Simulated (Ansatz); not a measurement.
Consider the interaction energy of a dimer with the counterpoise correction of CH3BS, SMILES BC=S (Ansatz 0.2.0, Python API).

`ch3bs.py`
```python
"""Interaction energy of two CH3BS molecules, with the counterpoise correction."""

import ansatz as az

FIRST = [
    ("B", (-0.5908, -0.2339, -0.4357)),
    ("C", (0.5609, 0.2776, 0.4313)),
    ("S", (1.4482, -0.6753, 0.966)),
    ("H", (-0.7415, -1.3252, -0.6799)),
    ("H", (-1.3839, 0.6038, -0.9096)),
    ("H", (0.7072, 1.3531, 0.6279)),
]
SECOND = [
    ("B", (-4.0205, -1.5909, -1.3134)),
    ("C", (-5.318, -1.9016, -0.5652)),
    ("S", (-5.3106, -1.7703, 0.8362)),
    ("H", (-3.0792, -1.2429, -0.7975)),
    ("H", (-4.0176, -1.709, -2.5549)),
    ("H", (-6.2356, -2.2075, -1.0954)),
]

def energy(atoms, ghosts=()):
    molecule = az.Crystal.molecule()
    for symbol, xyz in atoms:
        molecule = molecule.atom(symbol, xyz)
    calc = (
        molecule.calculation()
        .basis(gaussian="def2-SVPD")
        .functional("r2scan")
    )
    deck = calc.input()
    if ghosts:
        deck = deck.set(az.key.basis.gaussian.ghost_atoms, [{"symbol": s, "position_ang": list(xyz)} for s, xyz in ghosts])
    return az.Session.from_dict(deck).plan().execute().report["free_energy_ev"]

# monomers in their own basis and in the basis of the dimer
both = energy(FIRST + SECOND)
alone = energy(FIRST) + energy(SECOND)
ghosted = energy(FIRST, SECOND) + energy(SECOND, FIRST)
print(f"dimer {both:.6f} eV")
print(f"interaction, uncorrected   {(both - alone):8.3f} eV")
print(f"interaction, counterpoise  {(both - ghosted):8.3f} eV")
print(f"basis-set superposition    {(alone - ghosted):8.3f} eV")
```

How large is the interaction at this pose, and how much of it is basis-set superposition?

Uncorrected it is 0.000 eV, with the counterpoise correction 0.027 eV; the difference, 0.03 eV, is the superposition error.

What the script printed:

`python ch3bs.py` gives:
```text
dimer -25174.843724 eV
interaction, uncorrected      0.000 eV
interaction, counterpoise     0.027 eV
basis-set superposition       0.027 eV
```

Reading the output:
- Total energies depend on the basis set; only differences at equal settings carry meaning.
- The dimer is a generated trial pose of unrelaxed monomers, not a minimum, so the figure is no binding energy, and the basis set is small.
- This level lacks the dispersion part of the attraction (electrostatics and induction are there), which can decide the sign where the interaction is weak.
- Timing: 56 s on 1 thread of Arm Neoverse V1, with other jobs on the host, peak memory 0.37 GiB.

(Lines on the test bed's own set-up are left out of the output.)
